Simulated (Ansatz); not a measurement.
**CH7FGeSi: a ladder of functionals and wavefunction methods**

The task here is to estimate one member of a computed series from the others.

Method: functionals in def2-TZVPP, the program's frozen cores in correlated methods; program: Ansatz 0.2.0, Gaussian basis.

Levels to be run: PBE-D4, r2SCAN-D4, PBE0-D4, B3LYP-D4, ωB97X-V, ωB97M-V, B2PLYP; CCSD(T)/def2-TZVPP; MP2/def2-QZVPP; extrapolation to the limit.

## Structure used throughout

The geometry comes from an earlier relaxation with PBE0-D4 in a triple-zeta def2 set; it is a stationary point, not always the lowest conformer.

11 atoms, charge 0, spin multiplicity 1.

Atoms are counted from 1 here; the program's logs count them from 0.

Bond lengths: F1–C2 1.403 Å, C2–Si3 1.891 Å, C2–Ge4 1.981 Å, C2–H5 1.097 Å, Si3–H6 1.485 Å, Si3–H7 1.487 Å, Si3–H8 1.485 Å, Ge4–H9 1.535 Å, Ge4–H10 1.535 Å, Ge4–H11 1.538 Å. Angles: F1–C2–Si3 109.4°, F1–C2–Ge4 108.5°, F1–C2–H5 107.4°, Si3–C2–Ge4 114.3°, Si3–C2–H5 109.5°, Ge4–C2–H5 107.6°, C2–Si3–H6 109.8°, C2–Si3–H7 107.6°, C2–Si3–H8 110.5°, H6–Si3–H7 109.5°, H6–Si3–H8 109.6°, H7–Si3–H8 109.7°, C2–Ge4–H9 109.0°, C2–Ge4–H10 109.5°, C2–Ge4–H11 108.6°, H9–Ge4–H10 110.0°, H9–Ge4–H11 110.0°, H10–Ge4–H11 109.8°.

Geometry (Å):

```xyz
11
CH7FGeSi
F    -1.3653    1.1767    0.7544
C    -0.6586    0.3725   -0.1524
Si    1.0087    1.1771   -0.5371
Ge   -0.5271   -1.4549    0.6004
H    -1.2559    0.3101   -1.0702
H     1.8360    1.2333    0.6946
H     1.6911    0.3347   -1.5555
H     0.8138    2.5497   -1.0704
H    -1.9374   -1.9595    0.9383
H     0.3383   -1.4247    1.8684
H     0.1215   -2.3720   -0.4497
```

Set-up of the first run:

File in.yaml:

```yaml
crystal:
  periodic: [false, false, false]
  atoms:
    - {symbol: F, position_ang: [-1.365266, 1.176655, 0.754361]}
    - {symbol: C, position_ang: [-0.658561, 0.372492, -0.152434]}
    - {symbol: Si, position_ang: [1.008732, 1.177115, -0.537112]}
    - {symbol: Ge, position_ang: [-0.527054, -1.454863, 0.600424]}
    - {symbol: H, position_ang: [-1.255875, 0.310097, -1.070243]}
    - {symbol: H, position_ang: [1.836019, 1.233324, 0.694616]}
    - {symbol: H, position_ang: [1.691134, 0.334677, -1.555518]}
    - {symbol: H, position_ang: [0.813805, 2.549726, -1.070360]}
    - {symbol: H, position_ang: [-1.937352, -1.959502, 0.938286]}
    - {symbol: H, position_ang: [0.338329, -1.424672, 1.868354]}
    - {symbol: H, position_ang: [0.121488, -2.372049, -0.449672]}
basis:
  gaussian: {orbitals: def2-TZVPP}
hamiltonian: {xc: pbe, dispersion: d4}
output: {forces: true, orbitals: {seedname: orbitals}}
```

Launch:

```bash
$ ansatz run in.yaml --threads 4 --pin off --events-out ev --progress --plain --max-ram 10444MiB
```

Steps of the session up to this table: PBE-D4 (GGA); r2SCAN-D4 (meta-GGA); PBE0-D4 (hybrid); B3LYP-D4 (hybrid); ωB97X-V (range-separated); ωB97M-V (range-separated); B2PLYP (double hybrid); CCSD(T) in def2-TZVPP; MP2 in def2-QZVPP.

One table of the session follows, with a row left open; its other results are not shown here.

It belongs to the step «Atomisation energies». 

| method | atomisation energy (kJ/mol) |
| --- | --- |
| PBE-D4 | 3369.7 |
| r2SCAN-D4 | 3370.4 |
| PBE0-D4 | 3334.6 |
| B3LYP-D4 | 3358.0 |
| ωB97X-V | 3394.3 |
| ωB97M-V | 3363.8 |
| B2PLYP | 3320.0 |
| HF/def2-TZVPP | 2480.8 |
| MP2/def2-TZVPP | 3301.0 |
| CCSD/def2-TZVPP | 3265.8 |
| CCSD(T)/def2-TZVPP | 3304.6 |
| MP2/CBS | 3376.2 |
| CCSD(T)/CBS | ? |

Q: Estimate the row for CCSD(T)/CBS from the others.

As computed: atomisation energy (kJ/mol): 3379.8. In the column «atomisation energy (kJ/mol)» it lies between MP2/CBS (3376.2) and ωB97X-V (3394.3).
